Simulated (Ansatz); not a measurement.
# Ga2Si3Au: the cost of one run

Method: DFT PBE, scalar-relativistic, plane waves, PAW, in Ansatz 0.2.0.

### Step 1. The structure to begin with

The cell holds 24 atoms (Au4Ga8Si12): a = 7.308 Å, b = 7.384 Å, c = 7.753 Å, α = 90.84°, β = 91.27°, γ = 90.68°.

It is the last frame of an earlier stage of the same melt, run at 1220 K.

The coordinates stand in the first input below.

### Step 2. Stage at 680 K

One k point, a Fermi-Dirac width of 0.059 eV and a fixed cell.

Input file input.yaml:

```yaml
crystal:
  lattice:
    - [7.307339, -0.044041, -0.083353]
    - [-0.044041, 7.383606, -0.055883]
    - [-0.083353, -0.055883, 7.752633]
  atoms:
    - { symbol: Si, position: [0.1612243742, 0.6350304543, 0.8201149485] }
    - { symbol: Si, position: [0.5990025993, 0.4265951438, 0.5143505137] }
    - { symbol: Si, position: [0.9112356397, 0.0493608452, 0.1043219878] }
    - { symbol: Si, position: [0.2093362956, 0.6201116797, 0.4627518361] }
    - { symbol: Si, position: [0.1421941438, 0.009005564, 0.4797824872] }
    - { symbol: Si, position: [0.7140321352, 0.0027225692, 0.8034923532] }
    - { symbol: Si, position: [0.1592643321, 0.3290317711, 0.6098252141] }
    - { symbol: Si, position: [0.8207134631, 0.6963875991, 0.186281627] }
    - { symbol: Si, position: [0.7471317762, 0.3510739901, 0.7941524598] }
    - { symbol: Si, position: [0.0873993895, 0.26575764, 0.8939268447] }
    - { symbol: Si, position: [0.4891224675, 0.6494477976, 0.1663480888] }
    - { symbol: Si, position: [0.8214641463, 0.7166264155, 0.8497617941] }
    - { symbol: Ga, position: [0.5046167712, 0.6476103974, 0.8664837332] }
    - { symbol: Ga, position: [0.405906292, 0.321806411, 0.1792059954] }
    - { symbol: Ga, position: [0.2029799991, 0.8512465437, 0.1695613776] }
    - { symbol: Ga, position: [0.0964743271, 0.9418001212, 0.7963437314] }
    - { symbol: Ga, position: [0.8930410869, 0.6341773772, 0.5230535837] }
    - { symbol: Ga, position: [0.4915413561, 0.7515263799, 0.5308830713] }
    - { symbol: Ga, position: [0.4404378833, 0.12146559, 0.4543477885] }
    - { symbol: Ga, position: [0.8403514456, 0.165315764, 0.5323950974] }
    - { symbol: Au, position: [0.7710207924, 0.3276861917, 0.129523417] }
    - { symbol: Au, position: [0.5059716254, 0.9793648908, 0.0890786232] }
    - { symbol: Au, position: [0.0867507597, 0.5411897198, 0.1559867148] }
    - { symbol: Au, position: [0.4140874233, 0.2627936285, 0.8352329184] }
  symmetry: { detect: false }
basis:
  ecutwfc: 420
  xc_grid: 1
kpoints:
  mp_grid: { grid: [1, 1, 1], shift: [0.25, 0.25, 0.25] }
hamiltonian:
  xc: pbe
scf:
  occupations: { method: fermi_dirac, width: 0.0586 }
  lower_state_search: "off"
  convergence: { dr2_threshold: 1.0e-05 }
output:
  forces: true
  stress: true
md:
  timestep: 3.0
  n_steps: 74
  ensemble: nvt_langevin
  friction: 0.03
  temperature: 680.0
  initial_velocities: maxwell_boltzmann
  seed: 9560
```

Launch:

```bash
$ ansatz run input.yaml --threads 2 --pin off --max-ram 5120MiB --backend cpu --events-out ev --progress --plain --runs-dir out
```

**Question.** How long does this run take on 2 threads of Arm Neoverse V2, shared host, and how much memory does it need?

About 3.3 min, with a peak of 0.65 GiB.
